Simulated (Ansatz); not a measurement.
Crystal: GdO.

```
CELL_PARAMETERS angstrom
3.11330 0.00000 0.00000
-1.55665 2.69620 0.00000
0.00000 0.00000 3.03843
ATOMIC_POSITIONS crystal
Gd 0.00000 0.00000 0.00000
O 0.66667 0.33333 0.50000
```

The cell comes from a database or a generator and needn't be the stable form of this composition.

Base run:

```yaml
Program: Ansatz 0.2.0
Functional: LDA
Potentials_or_basis: Ansatz PAW
Cutoff: "420 eV (not typed: the program's choice for these potentials)"
k_mesh: 10 × 10 × 9
Occupations: fermi-dirac, width 0.05 eV
Spin: collinear spin, ferromagnetic start
Starting_moments: "[7.0, 0.0] μB"
Hubbard_terms: Gd f U = 4 eV
```

Its results: band gap on the k mesh none (metal or under the smearing width); pressure 20.1 GPa; net moment 7.43 μB per cell; site moments Gd +6.98; O -0.01 μB.

**Question.** After a change of settings the same cell gave: band gap on the k mesh none (metal or under the smearing width); pressure 19.4 GPa; net moment 7.38 μB per cell; site moments Gd +6.95; O -0.00 μB. Which change was it?
A. hubbard terms from Gd f U = 4 eV to none; hubbard projectors from ortho-atomic (the default) to none
B. hubbard terms from Gd f U = 4 eV to Gd f U = 3 eV
C. hubbard terms from Gd f U = 4 eV to Gd f U = 8 eV

**Answer.** B.

Caveats: the magnetic or orbital state may not be the lowest; spin-orbit coupling is left out, which moves the levels of the heavy elements; a cell with one magnetic atom can't hold antiferromagnetic order, which such compounds often take; the PAW data sets come from PBE, with cores solved anew for the run's functional, which leaves a small shift of forces and pressure.

Runs at the PBE level aren't shown here.
